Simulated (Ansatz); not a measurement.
# CH3BiClF: how energies converge with the basis set

An exercise on one series of results from a longer session: the logs are not shown, and one member is left open.

Program: Ansatz 0.2.0, Gaussian basis. Level of theory: one geometry, several basis sets. These are calculated values, not measurements.

Plan: PBE0-D4/def2-SVP; ωB97M-V/def2-SVP; PBE0-D4/def2-QZVPP; ωB97M-V/def2-QZVPP; the functionals' def2-TZVPP values are taken from earlier runs.

## The geometry

All runs share one geometry, relaxed beforehand with PBE0-D4 in a triple-zeta def2 set. Bi takes the def2 core potential; no spin-orbit term is included.

SMILES `[CH3][Bi]([F])[Cl]`, 7 atoms, charge 0, spin multiplicity 1.

Atoms are counted from 1 here; the program's logs count them from 0.

Bond lengths: C1–Bi2 2.225 Å, C1–H5 1.090 Å, C1–H6 1.089 Å, C1–H7 1.091 Å, Bi2–F3 2.015 Å, Bi2–Cl4 2.438 Å. Angles: Bi2–C1–H5 109.5°, Bi2–C1–H6 106.6°, Bi2–C1–H7 109.6°, H5–C1–H6 110.3°, H5–C1–H7 110.4°, H6–C1–H7 110.3°, C1–Bi2–F3 92.1°, C1–Bi2–Cl4 93.3°, F3–Bi2–Cl4 97.5°.

The first run:

in.yaml

```yaml
crystal:
  periodic: [false, false, false]
  atoms:
    - {symbol: C, position_ang: [-0.318772, 0.817363, 0.290215]}
    - {symbol: Bi, position_ang: [0.760167, -0.484457, -1.156776]}
    - {symbol: F, position_ang: [1.992754, -1.180522, 0.277020]}
    - {symbol: Cl, position_ang: [-0.911262, -2.254202, -1.028781]}
    - {symbol: H, position_ang: [-1.284636, 1.103885, -0.126807]}
    - {symbol: H, position_ang: [-0.458343, 0.227293, 1.195132]}
    - {symbol: H, position_ang: [0.281393, 1.702640, 0.504198]}
basis:
  gaussian: {orbitals: def2-SVP}
hamiltonian: {xc: pbe0, dispersion: d4}
output: {orbitals: {seedname: orbitals}}
```

Among the steps run: PBE0-D4 in def2-SVP; ωB97M-V in def2-SVP; PBE0-D4 in def2-QZVPP; ωB97M-V in def2-QZVPP.

One of the session's tables, all rows but one given; the rest of the session is left out.

It belongs to the step «Functionals by basis». 

| functional | basis | HOMO (eV) |
| --- | --- | --- |
| PBE0-D4 | def2-SVP | -7.63 |
| PBE0-D4 | def2-TZVPP | -7.78 |
| PBE0-D4 | def2-QZVPP | -7.81 |
| ωB97M-V | def2-SVP | -9.68 |
| ωB97M-V | def2-TZVPP | -9.87 |
| ωB97M-V | def2-QZVPP | ? |

Estimate the missing values for ωB97M-V, def2-QZVPP.

**Answer.** HOMO (eV): -9.90. In the column «HOMO (eV)» it is the lowest.
